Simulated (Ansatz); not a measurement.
**HPbNO4 in Ansatz: the effect of pseudo set**

The system is HPbNO4.

```
H Pb N O
1.0
     3.85707    0.00178   -0.03658
     0.17353    4.33436   -0.01647
     0.75803    0.83873    5.87662
H Pb N O
1 1 1 4
Cartesian
  2.6784 4.0493 1.1289
  3.2640 2.7055 5.3570
  3.1776 1.4531 2.9117
  1.3252 2.6900 4.5562
  2.9731 4.6255 2.8902
  2.3661 4.0462 0.1903
  3.3249 2.1006 1.8421
```

The cell was built by a generator and needn't be a form met in nature.

Alike in all runs:

| Quantity | Value |
| --- | --- |
| Program | Ansatz 0.2.0 |
| Task | single point |
| Functional | PBE |
| k mesh | 7 × 6 × 5 |
| Occupations | fermi-dirac, width 0.05 eV |
| Spin | no spin polarisation |

```tsv
pseudo set	cutoff	pressure (GPa)	largest force (eV/Å)
Ansatz NC	1240 eV (not typed: the program's choice for these potentials)	?	?
Ansatz PAW accurate	1000 eV	0.0	0.07
SPMS NC	1034 eV (not typed: the program's choice for these potentials)	-0.3	0.17
JTH PAW	1800 eV (not typed: the program's choice for these potentials)	0.2	0.07
PseudoDojo standard	1143 eV	-0.2	0.17
```

Problem. What does the run with pseudo set Ansatz NC give?

Solution. Pressure 0.1 GPa; largest force 0.05 eV/Å.

The runs don't all hold the same shells in valence.
